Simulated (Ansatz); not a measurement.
**C₂HClFSi radical: a ladder of functionals and wavefunction methods**

One table from this session's results is given with a row withheld; the runs are named, their logs left out.

The runs use Ansatz 0.2.0, Gaussian basis; functionals in def2-TZVPP, the program's frozen cores in correlated methods.

The runs, in order: LDA (SPW92), PBE-D4, revPBE-D4, BLYP-D4, r2SCAN-D4, B97M-V, PBE0-D4, B3LYP-D4, r2SCANh-D4, r2SCAN0-D4, HSE06-D4, BHLYP-D4, CAM-B3LYP-D4, LC-ωPBE, ωB97X-V, ωB97M-V, B2PLYP, PBE-QIDH; CCSD(T)/def2-SVP; CCSD(T)/def2-TZVPP; MP2/def2-QZVPP; extrapolation to the limit; RPA on PBE.

## Structure used throughout

An earlier PBE0-D4 in a triple-zeta def2 set relaxation fixed the geometry.

SMILES `C#C[Si](F)Cl`, 6 atoms, charge 0, spin multiplicity 2.

Atoms are counted from 1 here; the program's logs count them from 0.

Bond lengths: C1–C2 1.207 Å, C1–H6 1.067 Å, C2–Si3 1.806 Å, Si3–F4 1.592 Å, Si3–Cl5 2.039 Å. Angles: C2–C1–H6 178.9°, C1–C2–Si3 172.0°, C2–Si3–F4 109.1°, C2–Si3–Cl5 110.3°, F4–Si3–Cl5 108.4°.

Set-up of the first run:

Contents of in.yaml:

```yaml
crystal:
  periodic: [false, false, false]
  atoms:
    - {symbol: C, position_ang: [-1.695060, 0.189852, -0.451191]}
    - {symbol: C, position_ang: [-0.557856, -0.041685, -0.118319]}
    - {symbol: Si, position_ang: [1.087735, -0.629179, 0.338839]}
    - {symbol: F, position_ang: [1.409002, -0.169809, 1.828690]}
    - {symbol: Cl, position_ang: [2.494466, 0.172649, -0.900886]}
    - {symbol: H, position_ang: [-2.696087, 0.414170, -0.743234]}
basis:
  gaussian: {orbitals: def2-TZVPP}
magnetization: {spin_polarized: true, initial_magnetization: 1}
hamiltonian: {xc: lda}
output: {orbitals: {seedname: orbitals}}
```

Run with:

```bash
> ansatz run in.yaml --threads 4 --pin off --events-out ev --progress --plain --max-ram 10444MiB
```

Steps of the session up to this table: LDA; PBE-D4 (GGA); revPBE-D4 (GGA); BLYP-D4 (GGA); r2SCAN-D4 (meta-GGA); B97M-V (meta-GGA); PBE0-D4 (hybrid); B3LYP-D4 (hybrid); r2SCANh-D4 (hybrid); r2SCAN0-D4 (hybrid); HSE06-D4 (hybrid); BHLYP-D4 (hybrid); CAM-B3LYP-D4 (range-separated); LC-ωPBE (range-separated); ωB97X-V (range-separated); ωB97M-V (range-separated); B2PLYP (double hybrid); PBE-QIDH (double hybrid).

One table of the session follows, with a row left open; its other results are not shown here.

It belongs to the step «Orbital energies across the functionals». 

```
  functional  HOMO (eV)  LUMO (eV)  gap (eV)
 LDA (SPW92)      -5.59      -4.35      1.25
      PBE-D4      -5.59      -3.88      1.71
   revPBE-D4      -5.57      -3.71      1.86
     BLYP-D4      -5.39      -3.91      1.48
   r2SCAN-D4      -5.98      -3.41      2.57
      B97M-V      -5.63      -4.01      1.63
     PBE0-D4      -6.82      -2.98      3.84
    B3LYP-D4      -6.53      -3.38      3.15
  r2SCANh-D4      -6.42      -3.12      3.30
  r2SCAN0-D4      -7.10      -2.69      4.40
    HSE06-D4      -6.42      -3.36      3.06
    BHLYP-D4      -7.88      -2.19      5.69
CAM-B3LYP-D4          ?          ?         ?
     LC-ωPBE      -9.49      -0.65      8.84
     ωB97X-V      -8.96      -1.22      7.73
     ωB97M-V      -8.56      -1.35      7.21
```

**Question.** Estimate the row for CAM-B3LYP-D4.

As computed: HOMO (eV): -8.06; LUMO (eV): -2.11; gap (eV): 5.95. In the column «HOMO (eV)» it lies between ωB97M-V (-8.56) and BHLYP-D4 (-7.88).
